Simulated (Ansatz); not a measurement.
GdO: equation of state with PBEsol

Crystal: GdO.

```
CELL_PARAMETERS angstrom
0.00000 2.70000 2.70000
2.70000 0.00000 2.70000
2.70000 2.70000 0.00000
ATOMIC_POSITIONS crystal
Gd 0.00000 0.00000 0.00000
O 0.75000 0.75000 0.75000
```

- Program: Ansatz 0.2.0
- Task: equation of state
- Functional: PBEsol
- Potentials or basis: Ansatz PAW
- Cutoff: 420 eV
- Density cutoff: 1680 eV
- k mesh: 9 × 9 × 9
- Occupations: fermi-dirac, width 0.05 eV
- Spin: collinear spin, ferromagnetic start
- Starting moments: [7.0, 0.0] μB

The equilibrium volume is 18.75 Å³/atom. The bulk modulus is 103 GPa. The pressure derivative of the bulk modulus is 4.1 (rough: it moves with the points fitted).

Energy against volume, from the lowest point:
```
volume (Å³/atom)  energy (meV/atom)
          18.502               0.69
          18.896               0.00
          19.289               4.36
          19.683              13.32
          20.077              26.40
          20.470              43.24
          20.864              63.29
```

All runs of the series together: 43 s on 2 threads of Arm Neoverse V2, with other jobs on the host.

Caveat: without U or exact exchange the open f shell lies at the Fermi level, which spoils levels, moments and volumes. The state reached can hang on the start; a lower one may exist.
